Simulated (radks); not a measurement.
# Valence configurations of Ta

An exercise on one series of results from a longer session: the logs are not shown, and one member is left open.

The numbers are computed with radks (a radial shooting solver on a logarithmic mesh, Libxc functionals) version 1 (scalar-relativistic Kohn-Sham, PBE, spin-unpolarised, spherical densities, finite nucleus), except any that are marked as measured or tabulated.

## What is computed

```
element            : tantalum (Z = 73)
charge             : 0
electrons          : 73
configuration      : [Xe] 4f14 5d3 6s2
nuclear rms radius : 5.3507 fm
others tried       : 4f13 5d3 6s2 6p1; 4f14 5d2 6s2 6p1; 4f12 5d5 6s2; 4f14 5d2.5 6s2 6p0.5; 4f13.5 5d2.5 6s2 6p1; 4f14 5d4 6s1; 4f13 5d4 6s2; 4f13 5d3 6s1.5 6p1.5; 4f14 5d3.5 6s1.5
```

The outer shells:

Ta
```
[Xe] core
4f [↑↓][↑↓][↑↓][↑↓][↑↓][↑↓][↑↓]
5d [↑ ][↑ ][↑ ][  ][  ]
6s [↑↓]
```

Set-up of the first run:

The run's settings:

```text
Z 73
configuration [Xe] 4f14 5d3 6s2
relativity scalar-relativistic
functional pbe,pbe
spin unpolarised
nucleus finite rms 5.3507 fm
c 137.035999084
```

Steps of the session up to this table: [Xe] 4f14 5d3 6s2.

One of the session's tables, all rows but one given; the rest of the session is left out.

Sizes of the orbitals, from the radial functions (bohr):

```
level     <r>  outermost maximum (interpolated)  90 % within  nodes
   4s  0.4588                             0.429        0.659      3
   4p  0.4877                             0.450        0.709      2
   4d  0.5231                             0.461        0.785      1
   5s   1.100                             0.988         1.58      4
   5p   1.294                              1.12         1.90      3
   4f  0.6394                             0.441         1.07      0
   6s       ?                                 ?            ?      ?
   5d   2.257                              1.58         3.70      2
```

Estimate the missing values for 6s.

**Answer.** <r>: 3.300; outermost maximum (interpolated): 2.77; 90 % within: 4.91; nodes: 5. In the column «<r>» it is the highest.
